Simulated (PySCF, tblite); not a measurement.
**CH6BrF3Si4: geometry, infrared bands and NMR shifts**

Wanted: the infrared bands and NMR shifts of CH6BrF3Si4 (`FC(F)(F)[Si@@H]1[SiH2][SiH2][Si@H]1Br`), by calculation.

The runs use tblite 0.8.0 and PySCF 2.14.0, with density-fitted response routines of our own; the level of theory stands in each step. All values are computed, except where a source is named. Atoms are numbered from 0 throughout.

### 1 The molecule as given

15 atoms, charge 0, multiplicity 1; geometry from: force field or distance geometry start.

Bonds of the start (Å): F0–C1 1.40, C1–F2 1.36, C1–F3 1.40, C1–Si4 1.86, Si4–Si5 2.24, Si5–Si6 2.24, Si6–Si7 2.25, Si7–Br8 2.25, Si7–Si4 2.23, Si4–H9 1.46, Si5–H10 1.46, Si5–H11 1.46, Si6–H12 1.46, Si6–H13 1.45, Si7–H14 1.45.

### 2 Relaxing the molecule with GFN2-xTB

The job: settings as JSON, then the geometry in Å.

```
{"job": {"kind": "relax", "xc": "GFN2-xTB", "basis": "xTB"}, "charge": 0, "multiplicity": 1}
F      1.632400    -1.778600     0.365400
C      2.053700    -0.597500    -0.253700
F      2.306800    -0.851400    -1.569100
F      3.211300    -0.233700     0.438700
Si     0.853100     0.794700     0.009200
Si    -0.610600     0.191400     1.598900
Si    -1.615000    -0.937400    -0.059300
Si    -0.923000     0.774200    -1.336800
Br    -2.216600     2.573600    -0.969100
H      1.428300     2.123200     0.157800
H     -0.043300    -0.644000     2.656300
H     -1.386000     1.344500     2.048900
H     -0.948300    -2.192000    -0.401400
H     -3.062200    -1.006000     0.024300
H     -0.685100     0.447100    -2.731800
```

Launch:

```
OMP_NUM_THREADS=1 python probes_run.py task.json out
```

This one command runs all jobs of the session in turn.

What it wrote:

```text
step      E/eV     max force
  0    -825.57103    2.714
  1    -825.93869    1.184
  2    -826.15577    1.297
  3    -826.39912    1.111
  4    -826.56344    0.826
  5    -826.64568    0.729
  6    -826.72561    0.584
  7    -826.78384    0.618
  8    -826.84819    0.622
  9    -826.90775    0.492
 10    -826.94135    0.388
 11    -826.95685    0.335
 12    -826.96674    0.249
 13    -826.97266    0.157
 14    -826.97645    0.164
 15    -826.97945    0.156
 16    -826.98360    0.198
 17    -826.98869    0.196
 18    -826.99326    0.166
 19    -826.99607    0.122
 20    -826.99752    0.082
 21    -826.99854    0.070
 22    -826.99970    0.101
 23    -827.00121    0.108
 24    -827.00336    0.132
 25    -827.00630    0.149
 26    -827.00993    0.160
 27    -827.01375    0.154
 28    -827.01739    0.173
 29    -827.02060    0.144
 30    -827.02311    0.131
 31    -827.02527    0.135
 32    -827.02777    0.143
 33    -827.03100    0.178
 34    -827.03482    0.165
 35    -827.03847    0.152
 36    -827.04117    0.139
 37    -827.04304    0.135
 38    -827.04499    0.138
 39    -827.04732    0.131
 40    -827.04978    0.153
 41    -827.05214    0.133
 42    -827.05422    0.127
 43    -827.05575    0.105
 44    -827.05670    0.052
 45    -827.05734    0.068
 46    -827.05785    0.074
 47    -827.05836    0.084
 48    -827.05903    0.076
 49    -827.06010    0.066
 50    -827.06080    0.070
 51    -827.06152    0.064
 52    -827.06216    0.075
 53    -827.06281    0.069
 54    -827.06342    0.067
 55    -827.06402    0.067
 56    -827.06459    0.066
 57    -827.06521    0.076
 58    -827.06583    0.082
 59    -827.06632    0.057
 60    -827.06669    0.056
 61    -827.06710    0.055
 62    -827.06772    0.104
 63    -827.06873    0.139
 64    -827.06996    0.134
 65    -827.07091    0.092
 66    -827.07150    0.061
 67    -827.07200    0.070
 68    -827.07249    0.094
 69    -827.07308    0.079
 70    -827.07377    0.066
 71    -827.07414    0.075
 72    -827.07482    0.076
 73    -827.07533    0.050
 74    -827.07569    0.040
 75    -827.07592    0.047
 76    -827.07622    0.059
 77    -827.07678    0.079
 78    -827.07769    0.087
 79    -827.07872    0.077
 80    -827.07941    0.101
 81    -827.07982    0.056
 82    -827.08014    0.049
 83    -827.08058    0.059
 84    -827.08090    0.050
 85    -827.08114    0.041
 86    -827.08135    0.045
 87    -827.08158    0.027
 88    -827.08178    0.064
 89    -827.08194    0.026
 90    -827.08208    0.025
 91    -827.08229    0.032
 92    -827.08251    0.039
 93    -827.08298    0.047
 94    -827.08347    0.043
 95    -827.08381    0.028
 96    -827.08392    0.019
 97    -827.08397    0.020
 98    -827.08404    0.023
 99    -827.08417    0.026
100    -827.08439    0.028
101    -827.08465    0.026
102    -827.08482    0.023
103    -827.08491    0.022
104    -827.08497    0.020
105    -827.08504    0.017
106    -827.08514    0.035
107    -827.08527    0.026
108    -827.08541    0.030
109    -827.08549    0.016
110    -827.08553    0.014
111    -827.08556    0.015
112    -827.08559    0.014
113    -827.08565    0.023
114    -827.08575    0.025
115    -827.08588    0.033
116    -827.08598    0.025
117    -827.08604    0.018
118    -827.08607    0.016
119    -827.08610    0.019
120    -827.08616    0.020
121    -827.08624    0.023
122    -827.08634    0.026
123    -827.08640    0.024
124    -827.08644    0.016
125    -827.08646    0.012
126    -827.08649    0.015
127    -827.08652    0.016
128    -827.08655    0.016
129    -827.08657    0.013
130    -827.08658    0.007
```

Wall time 3 s (1 thread of Arm Neoverse N1, shared host); peak memory 0.18 GiB.

Along the way: (not every step is listed)

| step | energy from step 0 (eV) | largest force (eV/Å) |
| --- | --- | --- |
| 0 | 0.0000 | 2.7142 |
| 1 | -0.3677 | 1.1843 |
| 2 | -0.5847 | 1.2966 |
| 3 | -0.8281 | 1.1114 |
| 4 | -0.9924 | 0.8255 |
| 5 | -1.0747 | 0.7286 |
| 6 | -1.1546 | 0.5840 |
| 7 | -1.2128 | 0.6182 |
| 8 | -1.2772 | 0.6223 |
| 19 | -1.4250 | 0.1220 |
| 30 | -1.4521 | 0.1312 |
| 41 | -1.4811 | 0.1335 |
| 52 | -1.4911 | 0.0754 |
| 63 | -1.4977 | 0.1392 |
| 74 | -1.5047 | 0.0403 |
| 85 | -1.5101 | 0.0414 |
| 96 | -1.5129 | 0.0192 |
| 107 | -1.5142 | 0.0262 |
| 118 | -1.5150 | 0.0164 |
| 125 | -1.5154 | 0.0124 |
| 126 | -1.5155 | 0.0147 |
| 127 | -1.5155 | 0.0162 |
| 128 | -1.5155 | 0.0155 |
| 129 | -1.5155 | 0.0127 |
| 130 | -1.5156 | 0.0071 |

Close pairs (by a distance rule), those that changed most:

| bond | before (Å) | after (Å) | change (Å) |
| --- | --- | --- | --- |
| Si6–Si7 | 2.245 | 2.391 | +0.146 |
| Si4–Si7 | 2.229 | 2.369 | +0.141 |
| Si5–Si6 | 2.243 | 2.382 | +0.138 |
| Si4–Si5 | 2.244 | 2.379 | +0.135 |
| C1–Si4 | 1.857 | 1.951 | +0.094 |
| C1–F3 | 1.397 | 1.346 | -0.051 |
| F0–C1 | 1.398 | 1.366 | -0.032 |
| Si7–Br8 | 2.246 | 2.276 | +0.030 |

The final coordinates are the input of the step that follows.

### 3 Harmonic vibrations with GFN2-xTB

The job: settings as JSON, then the geometry in Å.

```
{"job": {"kind": "ir", "xc": "GFN2-xTB", "basis": "xTB"}, "charge": 0, "multiplicity": 1}
F      1.539279    -1.522909    -0.376580
C      2.135229    -0.300016    -0.252247
F      2.830425    -0.121153    -1.393135
F      3.042223    -0.436024     0.733150
Si     0.789612     1.066915     0.104292
Si    -0.511556     0.012654     1.794069
Si    -1.916443    -0.909398     0.106493
Si    -0.832917     0.471848    -1.516270
Br    -2.122516     2.317571    -1.851094
H      1.650598     2.258770     0.131877
H      0.202012    -0.919953     2.670166
H     -1.160267     0.978992     2.687327
H     -1.759159    -2.337011    -0.181647
H     -3.362899    -0.699529     0.231490
H     -0.528037     0.147233    -2.909804
```

What it wrote:

```text
mode    cm-1     km/mol
  1      27.6      0.13
  2      37.4      6.40
  3      54.1      7.40
  4      72.9      1.46
  5      85.0      3.28
  6     111.9      3.23
  7     185.2      1.28
  8     206.8      4.20
  9     249.8      1.24
 10     288.8     36.08
 11     303.1      2.62
 12     321.9      3.71
 13     350.4      8.75
 14     352.6      7.02
 15     361.5     14.34
 16     384.2     15.63
 17     392.7     30.03
 18     430.3      5.61
 19     438.2      6.30
 20     451.8      6.42
 21     456.3      3.18
 22     461.4      3.14
 23     496.3     55.82
 24     570.7    444.16
 25     593.8    445.01
 26     643.5     39.32
 27     652.9    139.72
 28     673.0     96.01
 29     786.4    264.05
 30     812.8    193.50
 31     978.6    140.48
 32    1026.6    166.98
 33    1131.7    125.78
 34    2172.3    225.54
 35    2203.9     28.33
 36    2215.0    225.34
 37    2226.2    322.62
 38    2230.0     75.64
 39    2234.2    548.53
```

Run time: 1.8 s. Hardware: 1 thread of Arm Neoverse N1, shared host; peak memory 0.18 GiB.

The strongest bands and the atoms that carry them (share of the mass-weighted mode):

| cm⁻¹ | km/mol | atoms |
| --- | --- | --- |
| 571 | 444.2 | H11 16 %, H14 15 %, H10 15 %, H13 14 % |
| 594 | 445.0 | H11 24 %, H12 23 %, H13 20 %, H10 18 % |
| 786 | 264.1 | H11 25 %, H10 25 %, H13 23 %, H12 23 % |
| 813 | 193.5 | H13 25 %, H12 24 %, H10 23 %, H11 21 % |
| 2172 | 225.5 | H9 96 % |
| 2215 | 225.3 | H13 58 %, H11 34 % |
| 2226 | 322.6 | H14 62 %, H10 33 % |
| 2234 | 548.5 | H12 60 %, H14 17 %, H10 16 % |

### 4 NMR shieldings: PBE0/pcSseg-1

Same as in step 3 but for these lines:

```diff
@@ -1,2 +1,2 @@
-{"job": {"kind": "ir", "xc": "GFN2-xTB", "basis": "xTB"}, "charge": 0, "multiplicity": 1}
+{"job": {"kind": "nmr", "xc": "PBE0", "basis": "pcSseg-1"}, "charge": 0, "multiplicity": 1}
 F      1.539279    -1.522909    -0.376580
```

Level: GIAO PBE0/pcSseg-1 NMR shielding, non-relativistic, gas phase.

What it wrote:

```text
coarse grid: 68896 points
cycle   1  E = -4071.8336559265  dE = -3.502e-01  |g| = 1.071e+00  |ddm| = 3.858e+00
cycle   2  E = -4071.6928717172  dE =  1.408e-01  |g| = 1.326e+00  |ddm| = 1.426e+00
cycle   3  E = -4071.9599060817  dE = -2.670e-01  |g| = 1.997e-01  |ddm| = 9.990e-01
cycle   4  E = -4071.9652554943  dE = -5.349e-03  |g| = 3.764e-02  |ddm| = 1.498e-01
cycle   5  E = -4071.9653666194  dE = -1.111e-04  |g| = 6.847e-03  |ddm| = 3.658e-02
cycle   6  E = -4071.9653759654  dE = -9.346e-06  |g| = 1.748e-03  |ddm| = 1.313e-02
final grid: 139032 points
cycle   7  E = -4071.9653605854  dE =  2.628e-07  |g| = 2.392e-03  |ddm| = 5.943e-03
cycle   8  E = -4071.9653596806  dE =  9.048e-07  |g| = 3.430e-03  |ddm| = 6.258e-03
cycle   9  E = -4071.9653616741  dE = -1.993e-06  |g| = 2.403e-04  |ddm| = 3.120e-03
cycle  10  E = -4071.9653616884  dE = -1.428e-08  |g| = 2.903e-05  |ddm| = 3.888e-04
cycle  11  E = -4071.9653616885  dE = -1.137e-10  |g| = 4.908e-06  |ddm| = 3.932e-05
converged SCF energy = -4071.9653616885

GIAO shielding tensors (ppm)
atom      isotropic    diamagn.    paramagn.     s11        s22        s33       span
  0 F      229.898     478.552    -248.653    131.124    234.118    324.453    193.329
  1 C       42.503     251.013    -208.510     33.973     39.144     54.391     20.419
  2 F      229.519     472.999    -243.481    134.555    238.236    315.765    181.210
  3 F      230.930     472.776    -241.846    138.182    238.746    315.862    177.681
  4 Si     384.465     880.739    -496.274    345.076    376.533    431.784     86.708
  5 Si     435.456     879.849    -444.393    394.160    429.564    482.644     88.484
  6 Si     421.228     879.275    -458.047    369.904    418.671    475.111    105.207
  7 Si     335.643     877.705    -542.062    277.794    348.624    380.511    102.717
  8 Br    2843.106    3124.021    -280.915   2800.254   2806.818   2922.247    121.994
  9 H       26.700      29.079      -2.379     23.017     24.894     32.190      9.173
 10 H       27.279      28.554      -1.275     23.565     25.127     33.144      9.579
 11 H       27.281      28.623      -1.342     24.102     24.642     33.099      8.998
 12 H       27.178      28.874      -1.696     24.111     24.844     32.579      8.468
 13 H       27.350      28.476      -1.125     23.448     25.358     33.246      9.798
 14 H       25.052      28.206      -3.154     20.088     24.823     30.246     10.158
```

Run time: 1.7 min. Hardware: 1 thread of Arm Neoverse N1, shared host; peak memory 1.1 GiB.

Shifts follow as δ = σ(reference) − σ, with reference shieldings (ppm) from runs at the same level and on the same kind of geometry: 1H TMS 31.72, 13C TMS 186.9, 29Si TMS 349.2, 19F CFCl3 170.9, 79Br HBr 2622. The references are single molecules in the gas phase, so shifts against H2O, NH3, PH3, H3PO4 or CFCl3 are not on the usual liquid scales and can be off by tens of ppm. Atoms listed in one row are averaged.

| atoms | environment | σ (ppm) | δ (ppm) | δ scaled to CDCl3 |
| --- | --- | --- | --- | --- |
| C1 | CF3 carbon | 42.5 | 144.4 | 139.0 |
| H14 | hydrogen on a silicon bonded to Br, 2 Si, in a 4-membered ring | 25.05 | 6.66 | – |
| H9 | hydrogen on a silicon bonded to C, 2 Si, in a 4-membered ring | 26.70 | 5.02 | – |
| H12 | hydrogen on a silicon bonded to 2 Si, in a 4-membered ring | 27.18 | 4.54 | – |
| H10 | hydrogen on a silicon bonded to 2 Si, in a 4-membered ring | 27.28 | 4.44 | – |
| H11 | hydrogen on a silicon bonded to 2 Si, in a 4-membered ring | 27.28 | 4.44 | – |
| H13 | hydrogen on a silicon bonded to 2 Si, in a 4-membered ring | 27.35 | 4.37 | – |
| F0, F2, F3 | fluorine of a CF3 group | 230.1 | -59.2 | – |
| Si7 | silicon bonded to Br, 2 Si, H, in a 4-membered ring | 335.6 | 13.5 | – |
| Si4 | silicon bonded to C, 2 Si, H, in a 4-membered ring | 384.5 | -35.3 | – |
| Si6 | silicon bonded to 2 Si, 2 H, in a 4-membered ring | 421.2 | -72.1 | – |
| Si5 | silicon bonded to 2 Si, 2 H, in a 4-membered ring | 435.5 | -86.3 | – |
| Br8 | bromine bonded to Si | 2843 | -221 | – |

The scaled column applies a straight-line fit of computed shieldings to shifts measured in CDCl3, with any fitted terms for Cl, Br or S neighbours, and one for carbons that bear F (root-mean-square error 0.16 ppm for H, 1.9 ppm for C).

Charges from the same density, by scheme (e):

| atoms | Mulliken | IAO | Hirshfeld | ESP fit |
| --- | --- | --- | --- | --- |
| F0, F2, F3 | -0.28 | -0.29 | -0.10 | -0.18 |
| C1 | 0.57 | 0.57 | 0.16 | 0.45 |
| Si4 | 0.01 | 0.28 | 0.16 | 0.08 |
| Si5 | 0.16 | 0.18 | 0.16 | 0.04 |
| Si6 | 0.07 | 0.18 | 0.16 | 0.20 |
| Si7 | 0.34 | 0.31 | 0.17 | -0.03 |
| Br8 | -0.36 | -0.28 | -0.14 | -0.15 |

Mayer bond orders: F0–C1 0.91, C1–F2 0.98, C1–F3 0.98, C1–Si4 0.77, Si4–Si5 0.85, Si5–Si6 0.84, Si6–Si7 0.82, Si7–Br8 0.88, Si7–Si4 0.82.

Ring of atoms Si4, Si5, Si6, Si7: NICS(0) 0.8, NICS(1) -0.9, NICS(1)zz 2.6 ppm (means of both faces).

### 5 Results

| quantity | value |
| --- | --- |
| strongest single infrared mode (GFN2-xTB) | 2234 cm⁻¹, 549 km/mol |
| zero-point energy (GFN2-xTB) | 39.6 kcal/mol |
| 13C shifts against TMS (PBE0/pcSseg-1) | 144.4 ppm |
| 1H shifts against TMS (PBE0/pcSseg-1) | 6.66, 5.02, 4.54, 4.44, 4.44, 4.37 ppm |
| 19F shifts against CFCl3 (PBE0/pcSseg-1, means over atoms taken as alike) | -59.2 ppm |
| 29Si shifts against TMS (PBE0/pcSseg-1) | 13.5, -35.3, -72.1, -86.3 ppm |
| 79Br shifts against HBr (PBE0/pcSseg-1) | -221 ppm |

The optimisation took 130 steps and gained 1.516 eV; among the close pairs (by a distance rule), Si6–Si7 changed most, from 2.245 to 2.391 Å. No mode is imaginary among the 39: a minimum at this level. The strongest single mode, at 2234 cm⁻¹, moves mainly H12. GFN2-xTB is a fitted tight-binding method: band positions and strengths are rough. Its intensities can rank the bands wrongly. At PBE0/pcSseg-1: The largest span, 184 ppm, is at F0, F2, F3, where the paramagnetic term is -245 ppm. Spin-orbit coupling is left out, which matters for shieldings and couplings at and beside the heavy atoms.
